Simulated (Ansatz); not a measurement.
# Cs2HgS2: the cost of one run

Computed with Ansatz 0.2.0 (reference: DFT PBE, plane waves, PAW, scalar-relativistic, no spin polarisation, unless a step's input says otherwise).

### Step 1. The starting structure

Symmetry: Pbam, No. 55, orthorhombic system. The conventional cell has a = 8.137 Å, b = 10.270 Å, c = 4.684 Å, α = 90.00°, β = 90.00°, γ = 90.00°. Around Hg (site symmetry 2/m) lie 2 S at 2.40 Å. Cs (site symmetry m) has 6 S at 3.64 to 3.70 Å and 1 Cs at 3.85 Å as nearest neighbours. Around S (site symmetry m) lie 1 Hg at 2.40 Å.

As a file:

```cif
data_structure
_symmetry_space_group_name_H-M 'P 1'
_symmetry_Int_Tables_number 1
_cell_length_a 8.1373
_cell_length_b 10.2701
_cell_length_c 4.6838
_cell_angle_alpha 90.000
_cell_angle_beta 90.000
_cell_angle_gamma 90.000
_cell_volume 391.43
loop_
_atom_site_label
_atom_site_type_symbol
_atom_site_fract_x
_atom_site_fract_y
_atom_site_fract_z
_atom_site_occupancy
Hg1 Hg 0.50000 0.50000 0.00000 1
Hg2 Hg 0.00000 0.00000 0.00000 1
Cs1 Cs 0.39222 0.83311 0.50000 1
Cs2 Cs 0.60778 0.16689 0.50000 1
Cs3 Cs 0.89222 0.66689 0.50000 1
Cs4 Cs 0.10778 0.33311 0.50000 1
S1 S 0.23025 0.59445 0.00000 1
S2 S 0.76975 0.40555 0.00000 1
S3 S 0.73025 0.90555 0.00000 1
S4 S 0.26975 0.09445 0.00000 1
```

### Step 2. Baseline

Contents of input.yaml:

```yaml
crystal:
  lattice:
    - [8.137318, 0.0, 0.0]
    - [0.0, 10.270147, 0.0]
    - [0.0, 0.0, 4.683812]
  atoms:
    - { symbol: Hg, position: [0.5, 0.5, 0.0] }
    - { symbol: Hg, position: [0.0, 0.0, 0.0] }
    - { symbol: Cs, position: [0.39222, 0.83311, 0.5] }
    - { symbol: Cs, position: [0.60778, 0.16689, 0.5] }
    - { symbol: Cs, position: [0.89222, 0.66689, 0.5] }
    - { symbol: Cs, position: [0.10778, 0.33311, 0.5] }
    - { symbol: S, position: [0.23025, 0.59445, 0.0] }
    - { symbol: S, position: [0.76975, 0.40555, 0.0] }
    - { symbol: S, position: [0.73025, 0.90555, 0.0] }
    - { symbol: S, position: [0.26975, 0.09445, 0.0] }
  symmetry: { tolerance: 0.0003 }
kpoints:
  mp_grid: { grid: [3, 2, 4], shift: [0, 0, 0] }
magnetization:
  spin_polarized: false
scf:
  occupations: { method: fermi_dirac }
hamiltonian:
  pseudopotentials: { kind: paw }
  xc: pbe
basis:
  ecutwfc: 420
output:
  forces: true
  stress: true
  eigenvalues: true
```

Launch:

```console
ansatz run input.yaml --threads 1 --pin off --max-ram 2560MiB --backend cpu --events-out ev --progress --plain --runs-dir out
```

Q: Estimate wall time and peak memory on 1 thread of Intel Xeon 6975P-C (Granite Rapids), shared host.

About 14 s, with a peak of 0.72 GiB.
